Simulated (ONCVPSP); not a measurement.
# F: generating and testing an ONCV potential

Task: generate the file, and judge it by its errors in other configurations, its logarithmic derivatives, its ghosts and its cutoff.

Method: ONCVPSP 4.0.1.1 (patched build), LDA (Perdew-Wang 92), scalar-relativistic.

### 1 Settings

Typed settings, in words:

| Quantity | Value |
| --- | --- |
| element | fluorine (F, Z = 9) |
| type | optimised norm-conserving Vanderbilt (ONCV) |
| frozen core | [He] |
| valence charge | 7 |
| reference configuration | 2s2 2p5 |
| partial waves | 2s: rc 0.65 bohr, ncon 5, nbas 9, qcut 12 1/bohr, 2 projectors, debl 1.6 Ha; 2p: rc 1.10 bohr, ncon 5, nbas 9, qcut 15.1 1/bohr, 2 projectors, debl 1.5 Ha; d scattering state at 0.13 Ha: rc 1.05 bohr, ncon 4, nbas 9, qcut 8.3 1/bohr, 2 projectors, debl 1 Ha |
| local potential | polynomial inside 0.45 bohr (lpopt 5, dvloc0 2 Ha) |
| core correction | Teter function, fcfact 4, rcfact 1.7 |

The outer shells as boxes (Hund's rule for the drawing; the calculation is spin-unpolarised):

```
[He] core
2s [↑↓]
2p [↑↓][↑↓][↑ ]
```

An earlier all-electron run gives the scale for the radii.

All-electron outer shells of the reference configuration (LDA (PZ), scalar-relativistic, ld1.x):

```
shell  level (eV)  outermost node (bohr)  outermost maximum (bohr)
   1s     -658.96                      –                      0.12
   2s      -29.65                   0.24                      0.77
   2p      -11.29                      –                      0.71
```

### 2 Generation

Input file F.dat:

```
# ATOM AND REFERENCE CONFIGURATION
# atsym  z   nc   nv     iexc    psfile
  F 9.00    1    2  -001012      upf
#
#   n    l    f
    1    0    2.00
    2    0    2.00
    2    1    5.00
#
# PSEUDOPOTENTIAL AND OPTIMIZATION
# lmax
    2
#
#   l,   rc,      ep,       ncon, nbas, qcut
    0    0.65    0.00    5    9   12.00
    1    1.10    0.00    5    9   15.10
    2    1.05    0.13    4    9    8.30
#
# LOCAL POTENTIAL
# lloc, lpopt,  rc(5),   dvloc0
    4    5    0.45    2.00
#
# VANDERBILT-KLEINMAN-BYLANDER PROJECTORs
# l, nproj, debl
    0    2    1.60
    1    2    1.50
    2    2    1.00
#
# MODEL CORE CHARGE
# icmod, fcfact, rcfact
    3    4.00    1.70
#
# LOG DERIVATIVE ANALYSIS
# epsh1, epsh2, depsh
   -3.00    5.00    0.02
#
# OUTPUT GRID
# rlmax, drl
    6.00    0.01
#
# TEST CONFIGURATIONS
# ncnf
    4
# nvcnf
#   n    l    f
    2
    2    0    2.00
    2    1    4.00
#
    2
    2    0    2.00
    2    1    3.00
#
    2
    2    0    2.00
    2    1    2.00
#
    2
    2    0    2.00
    2    1    4.50
#
```

On the command line:

```bash
$ oncvpsp.x < F.dat > F.out
```

Q: Predict the outcome of this session. Wanted: cutoffs for 1 and 0.1 mHa per electron, occupied waves; bound ghosts; GHOST(+) flags; largest test error; largest phase difference near zero energy, channels read; rms error of d²Exc/dn², without and with the model core.

**Answer**, as computed:

| quantity | value |
| --- | --- |
| cutoffs for 1 and 0.1 mHa per electron, occupied waves | 67 Ha and 157 Ha |
| bound ghosts | none found |
| GHOST(+) flags | none at low energy |
| largest test error (AE − PS) | +88 meV, for 2s2 2p2 |
| largest phase difference near zero energy, channels read | 0.000 rad |
| rms error of d²Exc/dn², without and with the model core | 2.71 and 0.75 mHa |

In words: The worst unpolarised test, 2s2 2p2, is off by 88 meV on 118.8 eV; by total energies transferability rates as fair. That test lies far up in energy; among those under 40 eV, nearer to bonding, the largest error is 1.2 meV. The potential is very hard: the looser tolerance needs 67 Ha. At the looser tolerance the 2p wave is the slowest; 2s needs 56 Ha. No bound ghost shows below the valence levels. Near zero energy the phases of the channels with partial waves agree within 0.001 rad. These are tests on the free atom; a crystal test is still owed.
